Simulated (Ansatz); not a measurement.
# C₇H₁₄: basis-set convergence

The task here is to estimate one member of a computed series from the others.

The runs use Ansatz 0.2.0, Gaussian basis; one geometry, several basis sets.

Levels to be run: PBE0-D4/def2-SVP; ωB97M-V/def2-SVP; PBE0-D4/def2-QZVPP; ωB97M-V/def2-QZVPP; the functionals' def2-TZVPP values are taken from earlier runs.

### The relaxed structure

The geometry comes from an earlier relaxation with PBE0-D4 in a triple-zeta def2 set; it is a stationary point, not always the lowest conformer.

SMILES `C1CCCCCC1`, 21 atoms, charge 0, spin multiplicity 1.

Atoms are counted from 1 here; the program's logs count them from 0.

Bond lengths: C1–C2 1.525 Å, C1–C7 1.527 Å, C1–H8 1.097 Å, C1–H9 1.095 Å, C2–C3 1.522 Å, C2–H10 1.095 Å, C2–H11 1.098 Å, C3–C4 1.525 Å, C3–H12 1.095 Å, C3–H13 1.098 Å, C4–C5 1.527 Å, C4–H14 1.097 Å, C4–H15 1.095 Å, C5–C6 1.528 Å, C5–H16 1.094 Å, C5–H17 1.096 Å, C6–C7 1.528 Å, C6–H18 1.095 Å and more. Angles: C2–C1–C7 113.4°, C2–C1–H8 110.3°, C2–C1–H9 107.9°, C7–C1–H8 110.5°, C7–C1–H9 108.6°, H8–C1–H9 105.9°, C1–C2–C3 116.2°, C1–C2–H10 109.2°, C1–C2–H11 107.9°, C3–C2–H10 108.2°, C3–C2–H11 109.0°, H10–C2–H11 105.9°, C2–C3–C4 116.2°, C2–C3–H12 108.2°, C2–C3–H13 109.0°, C4–C3–H12 109.2°, C4–C3–H13 107.9°, H12–C3–H13 105.9° and more.

Geometry (Å):

```mol
C7H14
  3D, bonds by distance, orders not assigned

 21 21  0  0  0  0  0  0  0  0999 V2000
    1.3229    0.7417    0.4763 C   0  0
    1.5882   -0.5886   -0.2213 C   0  0
    0.4864   -1.6334   -0.1153 C   0  0
   -0.9077   -1.1866   -0.5435 C   0  0
   -1.5464   -0.1893    0.4199 C   0  0
   -1.1961    1.2810    0.1938 C   0  0
    0.2473    1.5809   -0.2091 C   0  0
    1.0659    0.5751    1.5297 H   0  0
    2.2586    1.3097    0.4825 H   0  0
    2.5121   -1.0245    0.1741 H   0  0
    1.7832   -0.3802   -1.2811 H   0  0
    0.7833   -2.5050   -0.7087 H   0  0
    0.4238   -1.9836    0.9231 H   0  0
   -0.8803   -0.7742   -1.5598 H   0  0
   -1.5431   -2.0761   -0.5982 H   0  0
   -2.6359   -0.2851    0.3791 H   0  0
   -1.2662   -0.4802    1.4389 H   0  0
   -1.8554    1.6933   -0.5778 H   0  0
   -1.4352    1.8307    1.1106 H   0  0
    0.3599    1.4517   -1.2918 H   0  0
    0.4347    2.6427   -0.0216 H   0  0
  1  2  8  0
  2  3  8  0
  3  4  8  0
  4  5  8  0
  5  6  8  0
  6  7  8  0
  1  8  8  0
  1  9  8  0
  2 10  8  0
  2 11  8  0
  3 12  8  0
  3 13  8  0
  4 14  8  0
  4 15  8  0
  5 16  8  0
  5 17  8  0
  6 18  8  0
  6 19  8  0
  7 20  8  0
  7 21  8  0
  1  7  8  0
M  END
```

The first run:

Contents of in.yaml:

```yaml
crystal:
  periodic: [false, false, false]
  atoms:
    - {symbol: C, position_ang: [1.322936, 0.741691, 0.476258]}
    - {symbol: C, position_ang: [1.588173, -0.588616, -0.221266]}
    - {symbol: C, position_ang: [0.486431, -1.633422, -0.115261]}
    - {symbol: C, position_ang: [-0.907681, -1.186590, -0.543491]}
    - {symbol: C, position_ang: [-1.546445, -0.189262, 0.419939]}
    - {symbol: C, position_ang: [-1.196090, 1.281004, 0.193790]}
    - {symbol: C, position_ang: [0.247321, 1.580877, -0.209084]}
    - {symbol: H, position_ang: [1.065931, 0.575094, 1.529715]}
    - {symbol: H, position_ang: [2.258563, 1.309692, 0.482476]}
    - {symbol: H, position_ang: [2.512100, -1.024471, 0.174055]}
    - {symbol: H, position_ang: [1.783220, -0.380227, -1.281143]}
    - {symbol: H, position_ang: [0.783277, -2.504977, -0.708695]}
    - {symbol: H, position_ang: [0.423783, -1.983602, 0.923131]}
    - {symbol: H, position_ang: [-0.880344, -0.774227, -1.559754]}
    - {symbol: H, position_ang: [-1.543098, -2.076145, -0.598242]}
    - {symbol: H, position_ang: [-2.635929, -0.285053, 0.379142]}
    - {symbol: H, position_ang: [-1.266155, -0.480192, 1.438939]}
    - {symbol: H, position_ang: [-1.855383, 1.693272, -0.577776]}
    - {symbol: H, position_ang: [-1.435239, 1.830729, 1.110607]}
    - {symbol: H, position_ang: [0.359934, 1.451710, -1.291765]}
    - {symbol: H, position_ang: [0.434707, 2.642734, -0.021573]}
basis:
  gaussian: {orbitals: def2-SVP}
hamiltonian: {xc: pbe0, dispersion: d4}
output: {orbitals: {seedname: orbitals}}
```

Launch:

```
ansatz run in.yaml --threads 2 --pin off --events-out ev --progress --plain --max-ram 32768MiB --backend cpu
```

Steps of the session up to this table: PBE0-D4 in def2-SVP; ωB97M-V in def2-SVP; PBE0-D4 in def2-QZVPP; ωB97M-V in def2-QZVPP.

One of the session's tables, all rows but one given; the rest of the session is left out.

It belongs to the step «Functionals by basis». 

| functional | basis | HOMO (eV) | LUMO (eV) |
| --- | --- | --- | --- |
| PBE0-D4 | def2-SVP | -8.44 | 1.66 |
| PBE0-D4 | def2-TZVPP | -8.43 | 1.14 |
| PBE0-D4 | def2-QZVPP | -8.43 | 0.79 |
| ωB97M-V | def2-SVP | ? | ? |
| ωB97M-V | def2-TZVPP | -10.74 | 2.58 |
| ωB97M-V | def2-QZVPP | -10.74 | 2.00 |

Estimate the missing values for ωB97M-V, def2-SVP.

As computed: HOMO (eV): -10.75; LUMO (eV): 3.30. In the column «HOMO (eV)» it is the lowest.
